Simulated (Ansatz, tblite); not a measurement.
**The cluster Cu₄Te₂+: one state, many levels**

An exercise on one series of results from a longer session: the logs are not shown, and one member is left open.

The runs use Ansatz 0.2.0, Gaussian basis; as each input shows.

Levels to be run: GFN1-xTB, GFN2-xTB, PBE-D4/def2-SVP, r2SCAN-D4/def2-SVP, CAM-B3LYP-D4/def2-SVP, r2SCAN0-D4/def2-SVP, LC-ωPBE(0.10)/def2-SVP, LC-ωPBE(0.15)/def2-SVP, LC-ωPBE(0.20)/def2-SVP, LC-ωPBE(0.30)/def2-SVP, MP2/def2-TZVP, RPA/def2-TZVP.

18 further runs of the same task are left out: 9 that didn't finish, 9 set aside as unsound or not needed. Runs told in other sessions of the task aren't counted.

## The relaxed structure

The geometry is that of the doublet, from an earlier relaxation (PBE-D4/def2-SVP). At that level it is the lowest of the isomers that a small search found.

6 atoms, charge 1, spin multiplicity 2.

Bond lengths: Cu1–Te5 2.632 Å, Cu1–Te6 2.630 Å, Cu2–Te5 2.629 Å, Cu2–Te6 2.630 Å, Cu3–Te5 2.629 Å, Cu3–Te6 2.630 Å, Cu4–Te5 2.631 Å, Cu4–Te6 2.631 Å. Angles: Te5–Cu1–Te6 98.9°, Te5–Cu2–Te6 99.0°, Te5–Cu3–Te6 99.0°, Te5–Cu4–Te6 98.9°, Cu1–Te5–Cu2 54.7°, Cu1–Te5–Cu3 54.7°, Cu1–Te5–Cu4 81.1°, Cu2–Te5–Cu3 81.0°, Cu2–Te5–Cu4 54.7°, Cu3–Te5–Cu4 54.7°, Cu1–Te6–Cu2 54.7°, Cu1–Te6–Cu3 54.7°, Cu1–Te6–Cu4 81.1°, Cu2–Te6–Cu3 81.0°, Cu2–Te6–Cu4 54.7°, Cu3–Te6–Cu4 54.7°.

Te takes a core potential in the def2 sets. No spin-orbit coupling is included. The ion is computed in the gas phase, without counter-ions or solvent.

PBE0-D4/def2-SVP was run before; its log isn't repeated, and its numbers join the tables.

The first run:

Tight binding, by tblite at 300 K electronic temperature and without a spin-polarisation term:

```python
tblite.interface.Calculator('GFN1-xTB', numbers, positions, charge=1, uhf=1).singlepoint()
```

Tight binding, by tblite at 300 K electronic temperature and without a spin-polarisation term:

```python
tblite.interface.Calculator('GFN2-xTB', numbers, positions, charge=1, uhf=1).singlepoint()
```

start.molden holds the orbitals of an earlier run on this state, given as this run's starting guess.

Input file in.yaml:

```yaml
crystal:
  periodic: [false, false, false]
  atoms:
    - {symbol: Cu, position_ang: [-1.251865, 0.121690, -1.158720]}
    - {symbol: Cu, position_ang: [-1.106693, -0.646461, 1.127562]}
    - {symbol: Cu, position_ang: [1.106705, 0.645559, -1.128067]}
    - {symbol: Cu, position_ang: [1.251632, -0.120757, 1.159021]}
    - {symbol: Te, position_ang: [0.419788, -1.845490, -0.645166]}
    - {symbol: Te, position_ang: [-0.419576, 1.845469, 0.645369]}
basis:
  gaussian: {orbitals: def2-SVP, initial_orbitals: start.molden}
total_charge: 1
magnetization: {spin_polarized: true, initial_magnetization: 1}
hamiltonian: {xc: pbe, dispersion: d4}
scf: {omitted_lower_state_checks: [starts]}
output: {orbitals: {seedname: orbitals}}
```

Started as:

```
> ansatz run in.yaml --threads 4 --pin off --events-out ev --progress --plain --max-ram 4787MiB
```

Steps of the session up to this table: PBE-D4/def2-SVP; r2SCAN-D4/def2-SVP; CAM-B3LYP-D4/def2-SVP; r2SCAN0-D4/def2-SVP; LC-ωPBE(0.10)/def2-SVP; LC-ωPBE(0.15)/def2-SVP; LC-ωPBE(0.20)/def2-SVP; LC-ωPBE(0.30)/def2-SVP; MP2/def2-TZVP; RPA/def2-TZVP.

One of the session's tables, all rows but one given; the rest of the session is left out.

It belongs to the step «Levels side by side». 

| level | HOMO (eV) | LUMO (eV) | gap (eV) |
| --- | --- | --- | --- |
| PBE-D4/def2-SVP | -8.98 | -8.63 | 0.35 |
| r2SCAN-D4/def2-SVP | -9.12 | -8.57 | 0.55 |
| PBE0-D4/def2-SVP | -10.09 | -8.13 | 1.97 |
| r2SCAN0-D4/def2-SVP | -10.25 | -8.09 | 2.16 |
| CAM-B3LYP-D4/def2-SVP | -11.20 | -7.25 | 3.95 |
| LC-ωPBE(0.10)/def2-SVP | -10.37 | -7.31 | 3.06 |
| LC-ωPBE(0.15)/def2-SVP | ? | ? | ? |
| LC-ωPBE(0.20)/def2-SVP | -11.26 | -6.61 | 4.65 |
| LC-ωPBE(0.30)/def2-SVP | -11.86 | -6.38 | 5.48 |

Q: Estimate the row for LC-ωPBE(0.15)/def2-SVP from the others.

The run gave: HOMO (eV): -10.87; LUMO (eV): -6.88; gap (eV): 3.99. In the column «HOMO (eV)» it lies between CAM-B3LYP-D4/def2-SVP (-11.20) and LC-ωPBE(0.10)/def2-SVP (-10.37).
